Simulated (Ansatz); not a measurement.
# CHFGa+ (triplet): the correlation ladder, cc-pVDZ

The task here is to estimate one member of a computed series from the others.

The runs use Ansatz 0.2.0, Gaussian basis; cc-pVDZ, core rule «outside noble gas», up to 16 orbitals frozen.

To be run: UHF; CCSD(T) on ROHF; CCSD(T) on UHF; BCCD(T) on ROHF; CISD; CCSDT(Q) on ROHF; CCSDT(Q) on UHF; CASSCF and NEVPT2, 10 electrons in 10 orbitals.

21 further runs of the same task are left out: 2 for a known fault of the program, 6 that didn't finish, 13 set aside as unsound or not needed.

**The geometry**

The geometry is a PBE0/def2-TZVP stationary point (not a proven minimum) of the parent state, kept for this charge and spin. No spin-orbit coupling is included. The filled d shell of Ga may be among the frozen orbitals whatever the setting's name suggests; the logs give the count.

4 atoms, charge 1, spin multiplicity 3.

Atoms are counted from 1 here; the program's logs count them from 0.

Bond lengths: F1–C2 1.349 Å, C2–Ga3 2.047 Å, C2–H4 1.098 Å. Angles: F1–C2–Ga3 120.2°, F1–C2–H4 108.9°, Ga3–C2–H4 131.0°.

The first run:

in.yaml reads:

```yaml
crystal:
  periodic: [false, false, false]
  atoms:
    - {symbol: F, position_ang: [0.000000, -0.359122, 2.139411]}
    - {symbol: C, position_ang: [0.000000, 0.564320, 1.155573]}
    - {symbol: Ga, position_ang: [0.000000, -0.021978, -0.805262]}
    - {symbol: H, position_ang: [0.000000, 1.564793, 1.607875]}
basis:
  gaussian: {orbitals: cc-pVDZ}
total_charge: 1
magnetization: {spin_polarized: true, initial_magnetization: 2}
hamiltonian: {xc: hf}
output: {orbitals: {seedname: orbitals}}
```

Run with:

```
$ ansatz run in.yaml --threads 1 --pin off --events-out ev --progress --plain --max-ram 2393MiB
```

Among the steps run: UHF; CCSD(T) on ROHF; CCSD(T) on UHF; BCCD(T) on ROHF; CISD; CCSDT(Q) on ROHF; CCSDT(Q) on UHF; CASSCF and NEVPT2, 10 electrons in 10 orbitals.

One table of the session follows, with a row left open; its other results are not shown here.

```
   method  from UCCSDT(Q) (meV)
     ROHF              +10004.5
      UHF               +9663.6
     RMP2                +960.5
     UMP2               +1032.9
    RCCSD                +333.1
    UCCSD                +310.5
 RCCSD(T)                 +64.4
 UCCSD(T)                 +59.8
  BCCD(T)                 +64.6
   RCCSDT                     ?
   UCCSDT                 +24.3
RCCSDT(Q)                 +14.9
UCCSDT(Q)                     0
```

Estimate the missing values for RCCSDT.

**Answer.** from UCCSDT(Q) (meV): +34.3. In the column «from UCCSDT(Q) (meV)» it lies between UCCSDT (+24.3) and UCCSD(T) (+59.8).

Not comparable, so not listed: CISD (they don't share determinant, frozen orbitals or solution with the rows shown, or repeat one).

Caveats from the session: Left out of the table: CASSCF frontier, NEVPT2 frontier (the active space lost an orbital or holds another state than full CI finds). Restricted and unrestricted rows rest on different reference determinants; where their highest levels disagree by more than a few hundredths of an eV, they describe different states and don't form one ladder. Warnings in the runs' records: passed over end.
